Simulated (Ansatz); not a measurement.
# CsGdO2: the cost of one run

Program: Ansatz 0.2.0. Level of theory: DFT PBEsol+U (U_eff = 3 eV on Gd 4f), scalar-relativistic, plane waves, PAW. These are calculated values, not measurements.

1 further run of the same task is left out (it didn't finish).

**1. Starting point**

Symmetry: P6_3/mmc, No. 194, hexagonal system. Conventional cell: a = 3.603 Å, b = 3.603 Å, c = 13.744 Å, α = 90.00°, β = 90.00°, γ = 120.00°. Around Cs (site symmetry -6m2) lie 6 O at 3.09 Å. Gd (site symmetry -3m) is surrounded by 6 O at 2.38 Å. O (site symmetry 3m) is surrounded by 3 Gd at 2.38 Å and 3 Cs at 3.09 Å.

As a file:

```cif
data_structure
_symmetry_space_group_name_H-M 'P6_3/mmc'
_symmetry_Int_Tables_number 194
_cell_length_a 3.6030
_cell_length_b 3.6030
_cell_length_c 13.7441
_cell_angle_alpha 90.000
_cell_angle_beta 90.000
_cell_angle_gamma 120.000
_cell_volume 154.51
loop_
_atom_site_label
_atom_site_type_symbol
_atom_site_symmetry_multiplicity
_atom_site_Wyckoff_symbol
_atom_site_fract_x
_atom_site_fract_y
_atom_site_fract_z
_atom_site_occupancy
Cs1 Cs 2 d 0.33333 0.66667 0.75000 1
Gd1 Gd 2 a 0.00000 0.00000 0.00000 1
O1 O 4 f 0.33333 0.66667 0.41659 1
```

The moments start at Gd 7.00 μB.

**2. The first run (PBEsol+U, 6×6×2 mesh)**

The input, input.yaml:

```yaml
crystal:
  lattice:
    - [3.60297669, 0.0, 0.0]
    - [-1.80148835, 3.12026934, 0.0]
    - [0.0, 0.0, 13.74411207]
  atoms:
    - { symbol: Cs, position: [0.3333333333, 0.6666666667, 0.75] }
    - { symbol: Cs, position: [0.6666666667, 0.3333333333, 0.25] }
    - { symbol: Gd, position: [0.0, 0.0, 0.0], spin: 7.0 }
    - { symbol: Gd, position: [0.0, 0.0, 0.5], spin: 7.0 }
    - { symbol: O, position: [0.3333333333, 0.6666666667, 0.41658508] }
    - { symbol: O, position: [0.3333333333, 0.6666666667, 0.08341492] }
    - { symbol: O, position: [0.6666666667, 0.3333333333, 0.58341492] }
    - { symbol: O, position: [0.6666666667, 0.3333333333, 0.91658508] }
basis:
  ecutwfc: 420
kpoints:
  mp_grid: { grid: [6, 6, 2] }
hamiltonian:
  xc: pbesol
  hubbard: { sites: [{ species: Gd, l: f, u_eff: 3.0 }] }
scf:
  occupations: { method: gaussian, width: 0.1 }
  lower_state_search: "off"
output:
  forces: true
  stress: true
  eigenvalues: true
  populations: true
  hubbard: { sites: [{ species: Gd, l: f }] }
magnetization:
  spin_polarized: true
```

On the command line:

```
> ansatz run input.yaml --threads 8 --pin off --max-ram 14336MiB --backend cpu --events-out ev --progress --plain --runs-dir out
```

**Question.** How long does this run take on 8 threads of Arm Neoverse V1, shared host, and how much memory does it need?

About 5.4 s, with a peak of 0.95 GiB.
